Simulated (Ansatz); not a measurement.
# SnO2: a relaxation

The task: find the equilibrium cell of SnO2.

Program: Ansatz 0.2.0. Level of theory: DFT LDA, scalar-relativistic, plane waves, PAW. These are calculated values, not measurements.

### 1 The structure to begin with

It takes space group I4_1/amd (No. 141, tetragonal). Conventional cell: a = 4.000 Å, b = 4.000 Å, c = 10.247 Å, α = 90.00°, β = 90.00°, γ = 90.00°. Sn (site symmetry -4m2) is surrounded by 6 O at 2.06 to 2.09 Å. O (site symmetry 2mm) has 3 Sn at 2.06 to 2.09 Å as nearest neighbours.

Structure file:

```
CELL_PARAMETERS angstrom
-2.00007 2.00007 5.12368
2.00007 -2.00007 5.12368
2.00007 2.00007 -5.12368
ATOMIC_POSITIONS crystal
Sn 0.75000 0.25000 0.50000
Sn 0.00000 0.00000 0.00000
O 0.79652 0.79652 0.00000
O 0.95348 0.45348 0.50000
O 0.20348 0.20348 0.00000
O 0.54652 0.04652 0.50000
```

The structure comes from the Materials Project (structure only).

(A quick probe on a coarse mesh, which set the mesh and smearing, is not shown.)

### 3 Relaxing cell and atoms

File input.yaml:

```yaml
crystal:
  lattice:
    - [-2.0000686112, 2.0000686112, 5.1236788559]
    - [2.0000686112, -2.0000686112, 5.1236788559]
    - [2.0000686112, 2.0000686112, -5.1236788559]
  atoms:
    - { symbol: Sn, position: [0.75, 0.25, 0.5] }
    - { symbol: Sn, position: [0.0, 0.0, 0.0] }
    - { symbol: O, position: [0.79652259, 0.79652259, 0.0] }
    - { symbol: O, position: [0.95347741, 0.45347741, 0.5] }
    - { symbol: O, position: [0.20347741, 0.20347741, 0.0] }
    - { symbol: O, position: [0.54652259, 0.04652259, 0.5] }
basis:
  ecutwfc: 420
kpoints:
  mp_grid: { grid: [10, 10, 10] }
hamiltonian:
  xc: lda
scf:
  occupations: { method: gaussian, width: 0.02 }
output:
  forces: true
  stress: true
  eigenvalues: true
relax:
  adjacent_minimum: "off"
  f_tol: 0.005
  max_steps: 80
  cell: { stress_tol: 0.05 }
```

The run is started by

```bash
$ ansatz run input.yaml --threads 1 --pin off --max-ram 2560MiB --backend cpu --events-out ev --progress --plain --runs-dir out
```

What does the calculation give? Wanted: relaxed cell; volume; formation energy; gap on the mesh.

The runs gave:

```
                                                               quantity                                                                       value
                                            relaxed cell (conventional)  a = 3.972 Å, b = 3.972 Å, c = 10.180 Å, α = 90.00°, β = 90.00°, γ = 90.00°
                                                   space group (0.01 Å)                                                          I4_1/amd (No. 141)
                                                                 volume                                                               13.39 Å³/atom
formation energy (elements from runs with the same settings, not shown)                                                               -1.89 eV/atom
                                                        gap on the mesh                                                                     1.73 eV
```

What this shows: The cell shrank by 2.0 % in volume on relaxing.

These are semilocal Kohn-Sham gaps, which aren't the measured quantity. Such gaps usually fall short of the measured ones.
